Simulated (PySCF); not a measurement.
# C4H5N3Si: the cost of one run

Programs: PySCF 2.14.0, with routines of our own; each step states its level. All values are computed. Atoms count from 0.

## 1. The starting structure

13 atoms, charge 0, multiplicity 1; geometry from: GFN2-xTB.

## 2. Magnetic properties: GIAO CAM-B3LYP/pcSseg-1

Job settings and geometry (Å):

```
{"job": {"kind": "mag", "xc": "CAM-B3LYP", "basis": "pcSseg-1", "isotopologues": 2}, "charge": 0, "multiplicity": 1}
N      4.138902     0.376122     0.301067
C      3.033530     0.100915     0.171104
C      1.669470    -0.199958     0.021871
C      0.600902     0.641919     0.208999
N     -0.527777    -0.081125    -0.049305
Si    -2.187032     0.502035     0.036771
C     -0.078452    -1.329261    -0.381350
N      1.207461    -1.438899    -0.350867
H      0.563902     1.671785     0.499042
H     -2.983742    -0.661442    -0.331155
H     -2.402462     0.940697     1.413250
H     -2.291187     1.602084    -0.918476
H     -0.747904    -2.124385    -0.638679
```

Method: GIAO CAM-B3LYP/pcSseg-1 magnetisability, rotational g tensor and spin-rotation constants, non-relativistic, gas phase.

Run with:

```bash
OMP_NUM_THREADS=1 python excited_run.py task.json out
```

This one command runs all jobs of the session in turn.

**Question.** How long does this first job take on 1 thread of Arm Neoverse V1, shared host, and how much memory does it need?

About 41 s, with a peak of 0.92 GiB.
